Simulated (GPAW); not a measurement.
# PtSe (P-6m2) in GPAW: convergence with smearing width (eV)

Aim: find how far smearing width (eV) must go before the results for PtSe settle, at LDA. This setting moves, with any that are tied to it; all else stays.

Program: GPAW 26.7.0. These are calculated values, not measurements. Logs are shortened: lines on timing, memory, paths and dates and some standing lists are left out, and cuts for length are marked. The log counts tension as positive stress, the text compression.

**1. The crystal as given**

It takes space group P-6m2 (No. 187, hexagonal). The conventional cell has a = 3.702 Å, b = 3.702 Å, c = 3.613 Å, α = 90.00°, β = 90.00°, γ = 120.00°. Around Pt (site symmetry -6m2) lie 6 Se at 2.80 Å. Se (site symmetry -6m2) has 6 Pt at 2.80 Å as nearest neighbours.

The cell comes from a database or a generator and needn't be the stable form of this composition.

**2. With smearing width (eV) 0.5**

The input, run.py:

```python
from ase import Atoms
from ase.dft.bandgap import bandgap
from ase.io import write
from ase.units import GPa
from gpaw import GPAW, PW

atoms = Atoms(['Pt', 'Se'],
              cell=[[3.7018703299, 0.0, 0.0],
                    [-1.850935165, 3.2059137472, 0.0],
                    [0.0, 0.0, 3.61284203]],
              scaled_positions=[[0.0, 0.0, 0.0],
                                [0.6666666667, 0.3333333333, 0.5]],
              pbc=True)

calc = GPAW(mode=PW(600),
            xc='LDA',
            kpts={'size': (6, 6, 6), 'gamma': True},
            occupations={'name': 'methfessel-paxton', 'order': 0, 'width': 0.5},
            nbands=22,
            convergence={'density': 1e-05, 'energy': 1e-05},
            maxiter=100,
            txt='gpaw.txt')
atoms.calc = calc
energy = atoms.get_potential_energy()
forces = atoms.get_forces()
stress = atoms.get_stress()
calc.write('gs.gpw')
write('result.traj', atoms)
print(f'Energy: {energy:.6f} eV')
print('Forces (eV/A):')
print(forces.round(4))
print('Stress (GPa):', (stress / GPa).round(3))
print('Fermi level:', round(calc.get_fermi_level(), 4), 'eV')
print(f'Gap: {bandgap(calc)[0]:.4f} eV, direct: {bandgap(calc, direct=True)[0]:.4f} eV')
```

Potentials or basis: the program's PAW data sets (release 1.2.1) made for this functional, pw.

Command:

```console
OMP_NUM_THREADS=1 python run.py
```

Run time: 15 s. Hardware: 1 thread of Arm Neoverse V2, shared host; peak memory 0.15 GiB.

What came out:

```yaml
Free_energy: -11.2332 eV
Pressure: -18.1 GPa
Band_gap_on_the_k_mesh: none (metal or under the smearing width)
```

**3. With smearing width (eV) 0.3**

run.py: that of step 2 with these lines changed.

```diff
@@ -17,3 +17,3 @@
             kpts={'size': (6, 6, 6), 'gamma': True},
-            occupations={'name': 'methfessel-paxton', 'order': 0, 'width': 0.5},
+            occupations={'name': 'methfessel-paxton', 'order': 0, 'width': 0.3},
             nbands=22,
```

Potentials or basis: the program's PAW data sets (release 1.2.1) made for this functional, pw.

Command:

```console
OMP_NUM_THREADS=1 python run.py
```

Wall time 15 s (1 thread of Arm Neoverse V2, shared host); peak memory 0.15 GiB.

Results:

```yaml
Free_energy: -11.1804 eV
Pressure: -18.3 GPa
Band_gap_on_the_k_mesh: none (metal or under the smearing width)
```

**4. With smearing width (eV) 0.2**

run.py: that of step 3 with these lines changed.

```diff
@@ -17,3 +17,3 @@
             kpts={'size': (6, 6, 6), 'gamma': True},
-            occupations={'name': 'methfessel-paxton', 'order': 0, 'width': 0.3},
+            occupations={'name': 'methfessel-paxton', 'order': 0, 'width': 0.2},
             nbands=22,
```

Command:

```console
OMP_NUM_THREADS=1 python run.py
```

Wall time 15 s (1 thread of Arm Neoverse V2, shared host); peak memory 0.15 GiB.

It converged, with:

- Free energy: -11.1643 eV
- Pressure: -18.4 GPa
- Band gap on the k mesh: none (metal or under the smearing width)

**5. With smearing width (eV) 0.15**

run.py: that of step 4 with these lines changed.

```diff
@@ -17,3 +17,3 @@
             kpts={'size': (6, 6, 6), 'gamma': True},
-            occupations={'name': 'methfessel-paxton', 'order': 0, 'width': 0.2},
+            occupations={'name': 'methfessel-paxton', 'order': 0, 'width': 0.15},
             nbands=22,
```

Command:

```console
OMP_NUM_THREADS=1 python run.py
```

Run time: 15 s. Hardware: 1 thread of Arm Neoverse V2, shared host; peak memory 0.15 GiB.

Results (log left out):

* Free energy: -11.1584 eV
* Pressure: -18.4 GPa
* Band gap on the k mesh: none (metal or under the smearing width)

**6. With smearing width (eV) 0.1**

run.py: that of step 5 with these lines changed.

```diff
@@ -17,3 +17,3 @@
             kpts={'size': (6, 6, 6), 'gamma': True},
-            occupations={'name': 'methfessel-paxton', 'order': 0, 'width': 0.15},
+            occupations={'name': 'methfessel-paxton', 'order': 0, 'width': 0.1},
             nbands=22,
```

Potentials or basis: the program's PAW data sets (release 1.2.1) made for this functional, pw.

Command:

```console
OMP_NUM_THREADS=1 python run.py
```

Wall time 15 s (1 thread of Arm Neoverse V2, shared host); peak memory 0.15 GiB.

Results (log left out):

- Free energy: -11.1539 eV
- Pressure: -18.4 GPa
- Band gap on the k mesh: none (metal or under the smearing width)

**7. With smearing width (eV) 0.05**

run.py: that of step 6 with these lines changed.

```diff
@@ -17,3 +17,3 @@
             kpts={'size': (6, 6, 6), 'gamma': True},
-            occupations={'name': 'methfessel-paxton', 'order': 0, 'width': 0.1},
+            occupations={'name': 'methfessel-paxton', 'order': 0, 'width': 0.05},
             nbands=22,
```

Command:

```console
OMP_NUM_THREADS=1 python run.py
```

It took 15 s on 1 thread of Arm Neoverse V2, shared host; peak memory 0.15 GiB.

The run converged. Its results:

| Item | Value |
| --- | --- |
| Free energy | -11.1508 eV |
| Pressure | -18.3 GPa |
| Band gap on the k mesh | none (metal or under the smearing width) |

**8. With smearing width (eV) 0.025**

run.py: that of step 7 with these lines changed.

```diff
@@ -17,3 +17,3 @@
             kpts={'size': (6, 6, 6), 'gamma': True},
-            occupations={'name': 'methfessel-paxton', 'order': 0, 'width': 0.05},
+            occupations={'name': 'methfessel-paxton', 'order': 0, 'width': 0.025},
             nbands=22,
```

Command:

```console
OMP_NUM_THREADS=1 python run.py
```

It took 15 s on 1 thread of Arm Neoverse V2, shared host; peak memory 0.15 GiB.

The run converged. Its results:

* Free energy: -11.1497 eV
* Pressure: -18.3 GPa
* Band gap on the k mesh: none (metal or under the smearing width)

**9. With smearing width (eV) 0.01**

run.py: that of step 8 with these lines changed.

```diff
@@ -17,3 +17,3 @@
             kpts={'size': (6, 6, 6), 'gamma': True},
-            occupations={'name': 'methfessel-paxton', 'order': 0, 'width': 0.025},
+            occupations={'name': 'methfessel-paxton', 'order': 0, 'width': 0.01},
             nbands=22,
```

Potentials or basis: the program's PAW data sets (release 1.2.1) made for this functional, pw.

Command:

```console
OMP_NUM_THREADS=1 python run.py
```

gpaw.txt:

```text
__  _  _
 | _ |_)|_||  |
 |__||  | ||/\| - 26.7.0

Input parameters:
  mode=PW(ecut=600.0),
  convergence={'density': 1e-05, 'energy': 1e-05},
  kpts=MonkhorstPack(size=(6, 6, 6), gamma=True),
  maxiter=100,
  nbands=22,
  occupations=Occupations(name='methfessel-paxton', order=0, width=0.01),
  xc=XC(name='LDA')

Diagonalizing LCAO Hamiltonian
Converting LCAO to pw mode

            Se

       Pt

Atoms  # Å, Bohr magnetons
|   | symbol |        x |        y |        z |    initial magnetic moments |
|---|--------|----------|----------|----------|-----------------------------|
| 0 |     Pt | 0.000000 | 0.000000 | 0.000000 | ( 0.0000,  0.0000,  0.0000) |
| 1 |     Se | 1.850935 | 1.068638 | 1.806421 | ( 0.0000,  0.0000,  0.0000) |

Unit cell  # Å
| periodic |         x |        y |        z |  lengths |     angles |
|----------|-----------|----------|----------|----------|------------|
|      yes |  3.701870 | 0.000000 | 0.000000 | 3.701870 |  90.000000 |
|      yes | -1.850935 | 3.205914 | 0.000000 | 3.701870 |  90.000000 |
|      yes |  0.000000 | 0.000000 | 3.612842 | 3.612842 | 120.000000 |

Number of symmetries: 12
Symmetry operations  # r_c * U_cc + t_c -> r_c
|    | kind |            matrix            |
|----|------|------------------------------|
|  0 |  σ   |  1, 1, 0,  0,-1, 0,  0, 0, 1 |
|  1 |  C2  |  1, 1, 0,  0,-1, 0,  0, 0,-1 |
|  2 |  E   |  1, 0, 0,  0, 1, 0,  0, 0, 1 |
|  3 |  σ   |  1, 0, 0,  0, 1, 0,  0, 0,-1 |
|  4 |  C3  |  0, 1, 0, -1,-1, 0,  0, 0, 1 |
|  5 |  S3  |  0, 1, 0, -1,-1, 0,  0, 0,-1 |
|  6 |  σ   |  0,-1, 0, -1, 0, 0,  0, 0, 1 |
|  7 |  C2  |  0,-1, 0, -1, 0, 0,  0, 0,-1 |
|  8 |  σ   | -1, 0, 0,  1, 1, 0,  0, 0, 1 |
|  9 |  C2  | -1, 0, 0,  1, 1, 0,  0, 0,-1 |
| 10 |  C3  | -1,-1, 0,  1, 0, 0,  0, 0, 1 |
| 11 |  S3  | -1,-1, 0,  1, 0, 0,  0, 0,-1 |

BZ-sampling:
  Number of BZ points: 216
  Number of IBZ points: 28

  Monkhorst-Pack size: [6, 6, 6]
  Monkhorst-Pack shift: [0.08333333333333333, 0.08333333333333333, 0.08333333333333333]

K-points  # in reciprocal-cell coordinates
|     |                                coordinates |     weight |
|-----|--------------------------------------------|------------|
|   0 | (  0.00000000,   0.00000000,   0.00000000) | 0.00462963 |
|   1 | (  0.00000000,   0.00000000,   0.16666667) | 0.00925926 |
|   2 | (  0.00000000,   0.00000000,   0.33333333) | 0.00925926 |
|   3 | (  0.00000000,   0.00000000,   0.50000000) | 0.00462963 |
|   4 | (  0.16666667,   0.00000000,   0.00000000) | 0.02777778 |
|   5 | (  0.16666667,   0.00000000,   0.16666667) | 0.05555556 |
|   6 | (  0.16666667,   0.00000000,   0.33333333) | 0.05555556 |
|   7 | (  0.16666667,   0.00000000,   0.50000000) | 0.02777778 |
|   8 | (  0.33333333,  -0.16666667,   0.00000000) | 0.02777778 |
|   9 | (  0.33333333,  -0.16666667,   0.16666667) | 0.05555556 |
| ... |                                            |            |
|  27 | (  0.50000000,   0.50000000,   0.50000000) | 0.01388889 |

Plane wave coefficients: 1466
Cutoff: 600.0 eV

Spin-components: 1 (collinear spins)
Bands:           22
Projectors:      11
Spin-degeneracy: 2
Datatype:        complex128

Parallelization:
  kpt:    1
  domain: 1
  band:   1

Density:
  Valence electrons: 22.0
  Components: 1
  Grid points: [21 21 21]
  Charge: 0.0  # |e|

Potential:
  Grid points: [21 21 21]

species:
  Pt:
    name:    Platinum
    Z:       78.0
    valence: 16
    core:    62
    charge:  0.0  # [|e|]
    compensation charges:
      type: gauss
      rc: 0.41  # [Å]
      lmax: 2
    cutoffs:
      filter: 2.26  # [Å]
      core: 2.26  # [Å]
    projectors
    | kind |    occ | energy [eV] | rcut [Å] |
    |------|--------|-------------|----------|
    |   6s |  1.000 |      -5.930 |    1.307 |
    |   5p |  6.000 |     -56.318 |    1.371 |
    |   6p |  0.000 |      -0.962 |    1.371 |
    |   5d |  9.000 |      -6.387 |    1.307 |
    |    s |        |      21.281 |    1.307 |
    |    d |        |      20.825 |    1.307 |

    Using partial waves for Pt as LCAO basis

  Se:
    name:    Selenium
    Z:       34.0
    valence: 6
    core:    28
    charge:  0.0  # [|e|]
    compensation charges:
      type: gauss
      rc: 0.27  # [Å]
      lmax: 2
    cutoffs:
      filter: 1.77  # [Å]
      core: 2.67  # [Å]
    projectors
    | kind |    occ | energy [eV] | rcut [Å] |
    |------|--------|-------------|----------|
    |   4s |  2.000 |     -17.472 |    0.847 |
    |   4p |  4.000 |      -6.656 |    1.005 |
    |    s |        |       9.739 |    0.847 |
    |    p |        |      20.555 |    1.005 |
    |    d |        |       0.000 |    0.847 |

    Using partial waves for Se as LCAO basis

Reference energy: -566113.922509  # eV

eigensolver:
  PPCG
  Converge bands: occupied
  niter=2

density mixing:
  MSR1-Mixer
  Pratt-step length: 0.05
  Maximum mixing coefficient: 0.75
  Old densities: 10
  SVD Regularization: 0.005
  Good broyden scale: 1.0
  Trust region scale: 1.0
  Backstep threshold: 4.0
  History deletion threshold: 6.0
  Fourier metric: weight=20.0, sigma=0.015

occupation numbers:
  Methfessel-Paxton:
    width: 0.0100  # eV
    order: 0

poisson solver:
  ecut: 4800.0  # eV

xc functional:
  name: None

convergence criteria:
- Maximum integral of absolute [dens]ity change: 1e-05 electrons / valence electron
- Maximum [total energy] change in last 3 cyles: 1e-05 eV / valence electron
- Maximum integral of absolute [eigenst]ate change: 4e-08 eV^2 / valence electron
maximum number of iterations: 100

SCF iterations
|iter     | |      energy | eigst |  dens |
|---------|-|-------------|-------|-------|
|iter:   1| |  -11.370622 | +0.01 |       |
|iter:   2| |  -11.313170 | -2.42 | -1.34 |
|iter:   3| |  -11.161200 | -2.39 | -1.39 |
|iter:   4| |  -11.151504 | -3.51 | -1.85 |
|iter:   5| |  -11.149298 | -3.95 | -2.19 |
|iter:   6| |  -11.149110 | -4.74 | -2.57 |
|iter:   7| |  -11.149108c| -6.01 | -3.34 |
|iter:   8| |  -11.149110c| -6.95 | -3.87 |
|iter:   9| |  -11.149110c| -7.63c| -4.64 |
|iter:  10| |  -11.149110c| -8.19c| -5.07c|

Converged in 10 steps
Energy contributions relative to reference atoms: (reference = -566113.922509)

Energy contributions:
  Kinetic:         -19.367354
  Coulomb:          15.713281
  Zero:             -0.634465
  External:          0.000000
  Xc:               -6.860451
  Entropy:          -0.000239
  Spinorbit:         0.000000
  ----------------------------
  Free energy:     -11.149230
  Extrapolated:    -11.149110

dipole moment: (-4.353369, -11.907255, -12.188323)  # |e|*Ang

Fermi level: 6.724
Eigenvalues  # (at kpt = [0.000, 0.000, 0.000])
| band index |      eig [eV] | occ [0-2] |
|------------|---------------|-----------|
|          0 |       -45.305 |     2.000 |
|        ... |               |           |
|          3 |        -7.623 |     2.000 |
|          4 |         3.282 |     2.000 |
|          5 |         3.282 |     2.000 |
|          6 |         3.468 |     2.000 |
|          7 |         4.812 |     2.000 |
|          8 |         4.812 |     2.000 |
[... 8 lines left out ...]
|         17 |        19.917 |     0.000 |
|         18 |        21.070 |     0.000 |
|        ... |               |           |
|         21 |        24.659 |     0.000 |

No gap
No difference between direct/indirect transitions

Forces  # eV/Ang
|        x |       y |       z |
|----------|---------|---------|
|  0.00000 | 0.00000 | 0.00000 |  # Pt   0
| -0.00000 | 0.00000 | 0.00000 |  # Se   1

Stress tensor  # eV/Ang^3
|        x |        y |        z |
|----------|----------|----------|
| 0.102673 | 0.000000 | 0.000000 |
| 0.000000 | 0.102673 | 0.000000 |
| 0.000000 | 0.000000 | 0.137855 |

# Writing to gs.gpw (mode='')
```

It took 15 s on 1 thread of Arm Neoverse V2, shared host; peak memory 0.15 GiB.

What came out:

| Property | Result |
| --- | --- |
| Free energy | -11.1492 eV |
| Pressure | -18.3 GPa |
| Band gap on the k mesh | none (metal or under the smearing width) |

**10. Summary**

| smearing width (eV) | energy less the tightest run, at zero smearing (meV/atom) | pressure (GPa) | SCF cycles | CPU time (s) | peak memory (GiB) |
| --- | --- | --- | --- | --- | --- |
| 0.5 | 1.25 | -18.07 | 10 | 15 | 0.15 |
| 0.3 | -1.35 | -18.34 | 10 | 15 | 0.15 |
| 0.2 | -0.98 | -18.37 | 10 | 15 | 0.15 |
| 0.15 | -0.77 | -18.37 | 10 | 15 | 0.15 |
| 0.1 | -0.54 | -18.35 | 10 | 15 | 0.15 |
| 0.05 | -0.18 | -18.33 | 10 | 15 | 0.15 |
| 0.025 | -0.05 | -18.32 | 10 | 15 | 0.15 |
| 0.01 | 0.00 | -18.33 | 10 | 15 | 0.15 |

Against the tightest run, the energy stays within 1 meV/atom from 0.2 on; the pressure stays within 0.1 GPa from 0.3 on. Narrower smearing needs a denser k mesh, so at a fixed mesh the narrowest width isn't the most accurate. The tightest run that finished is the yardstick and may itself not be fully converged.

Caveats: so large a pressure means that the cell lies far from this level's equilibrium, or that cutoff or potentials fall short.
